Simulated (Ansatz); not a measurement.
## Ca3Pb, space group Pm-3m: a charge-density difference against the sublattices, step by step

With Ansatz 0.2.0, Python API.

Run as a notebook:

**Cell 1**
```python
import ansatz
import numpy as np
```

**Cell 2**
```python
vectors0 = np.array([
    [5.049858, 0.0, 0.0],
    [0.0, 5.049858, 0.0],
    [0.0, 0.0, 5.049858],
])
sites = [
    ("Ca", (0.0, 0.5, 0.5)),
    ("Ca", (0.5, 0.5, 0.0)),
    ("Ca", (0.5, 0.0, 0.5)),
    ("Pb", (0.0, 0.0, 0.0)),
]


def build(cell):
    crystal = ansatz.Crystal(lattice=ansatz.Lattice.of(cell))
    for symbol, position in sites:
        crystal = crystal.atom(symbol, position)
    return crystal
```

**Cell 3**
```python
# same cell, cutoff and mesh for the crystal and its parts
def solve(crystal):
    return (
        crystal.calculation()
        .functional("pbesol")
        .occupations(ansatz.OccupationsMethod.FERMI_DIRAC)  # fractional filling near the Fermi level
        .basis(460, grid_basis="typed")
        .kpoints(5, 5, 5)  # sampling of the Brillouin zone
        .density()
        .run(threads=1)
    )
```

**Cell 4**
```python
whole = solve(build(vectors0))
difference = whole.density().channels[0].density_e_per_ang3.copy()
binding = whole.report["free_energy_ev"]
for element in ["Ca", "Pb"]:
    part = ansatz.Crystal(lattice=ansatz.Lattice.of(vectors0))
    for symbol, position in sites:
        if symbol == element:
            part = part.atom(symbol, position)
    alone = solve(part)
    difference -= alone.density().channels[0].density_e_per_ang3
    binding -= alone.report["free_energy_ev"]
    print(f"{element} sublattice: {alone.report['n_electrons']:g} electrons, {alone.report['n_iterations']} iterations")
```
Output:
```text
Ca sublattice: 30 electrons, 6 iterations
Pb sublattice: 14 electrons, 6 iterations
```

**Cell 5**
```python
voxel = abs(np.linalg.det(vectors0)) / difference.size
print(f"energy of the crystal less its unpolarised sublattices: {binding / len(sites):.4f} eV/atom")
print(f"net charge of the difference {difference.sum() * voxel:.5f} e, charge moved {0.5 * np.abs(difference).sum() * voxel:.3f} e")
print(f"extremes {difference.min():.4f} and {difference.max():.4f} e/A^3")
for (symbol, position) in sites:
    index = tuple(int(round(p * n)) % n for p, n in zip(position, difference.shape))
    print(f"  change of the pseudo-density at the grid point nearest {symbol}: {difference[index]:+.4f} e/A^3")
```
Output:
```text
energy of the crystal less its unpolarised sublattices: -1.3910 eV/atom
net charge of the difference -0.00000 e, charge moved 0.687 e
extremes -0.0598 and 0.1177 e/A^3
  change of the pseudo-density at the grid point nearest Ca: -0.0211 e/A^3
  change of the pseudo-density at the grid point nearest Ca: -0.0211 e/A^3
  change of the pseudo-density at the grid point nearest Ca: -0.0211 e/A^3
  change of the pseudo-density at the grid point nearest Pb: +0.1177 e/A^3
```

What to keep in mind:
- Spin-orbit coupling, which matters for elements this heavy, is left out.
- Densities and potentials on the grid are those of the valence electrons, and inside the cores they hang on the potentials used.
- This cell is a computed structure, which may not be the phase found in nature.
- Charge moved counts every rearrangement, bonding and polarisation too, and is no transfer between atoms; the bare sublattices are artificial references. Values near the nuclei depend on the potentials.
- The whole script took 4 s on 1 thread of Arm Neoverse V2, with other jobs on the host, peak memory 0.41 GiB.

(Lines on the test bed's own set-up are left out of the output.)
